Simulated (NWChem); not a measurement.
# triplet BBrF2: UB3LYP/6-31G(d) (spherical functions)

Aim: the energy of triplet BBrF2. 

Program for the calculation: NWChem 7.3.0.

1 further run of the same task is left out (set aside as unsound or not needed).

## Step 1: The molecule

The species is BBrF2 (4 atoms), meant as a triplet with charge 0. SMILES of the parent species: `FB(F)Br`. The coordinates come from a PBE0-D4/def2-TZVP relaxation. That shape belongs to the parent species and isn't relaxed for this state.

Bond lengths: F1–B2 1.309 Å, B2–F3 1.309 Å, B2–Br4 1.903 Å. Angles: F1–B2–F3 119.2°, F1–B2–Br4 120.4°, F3–B2–Br4 120.4°.

## Step 2: The energy at UB3LYP/6-31G(d) (spherical functions)

File bbrf2.nw:

```
start bbrf2
title "BBrF2"
memory total 2200 mb

geometry noautosym nocenter noautoz
  F       -0.215650      -1.366490      -0.109870
  B       -0.127940      -0.063330      -0.022770
  F       -1.212420       0.659630      -0.144250
  Br       1.556010       0.770190       0.276890
end

basis spherical bse
  * library 6-31G*
end

dft
  xc b3lyp
  mult 3
  grid xfine
  convergence energy 1e-08
  maxiter 100
  mulliken
  print low
end

task dft energy
```

Started as:

```bash
$ nwchem bbrf2.nw > bbrf2.out
```

Log:

```text
[...]
 d= 0,ls=0.0,diis     1  -2798.1655322953 -3.02D+03  1.16D-02  2.17D-01     2.5
[...]
 d= 0,ls=0.5,diis    52  -2798.2803382558 -7.28D-09  4.72D-09  2.06D-08   114.1
[...]
         Total DFT energy =    -2798.280338261076
      One electron energy =    -4335.715520412049
           Coulomb energy =     1430.890966688351
    Exchange-Corr. energy =     -116.450740743151
 Nuclear repulsion energy =      222.994956205773
[...]
      Total Density - Mulliken Population Analysis
     ---------------------------------------------
    Atom       Charge   Shell Charges
 -----------   ------   -------------------------------------------------------
    1 F    9     9.22   2.00  0.93  3.33  0.98  1.96  0.01
    2 B    5     4.81   2.00  0.43  1.57  0.09  0.57  0.16
    3 F    9     9.22   2.00  0.93  3.33  0.98  1.96  0.01
    4 Br  35    34.75   2.00  2.00  6.00  2.00  5.99  1.68  3.68  0.27  1.06  6.95  2.92  0.20
[...]
      <S2> =      2.0041 (Exact =     2.0000)
[...]
```

It took 2 min on 1 thread of AMD EPYC 7R43 (Zen 3), shared host; peak memory 0.12 GiB.

## Step 3: What came out

At UB3LYP/6-31G* (spherical functions):

| quantity | value |
| --- | --- |
| total energy | -2798.28034 Eh |
| ⟨S²⟩ | 2.004 |
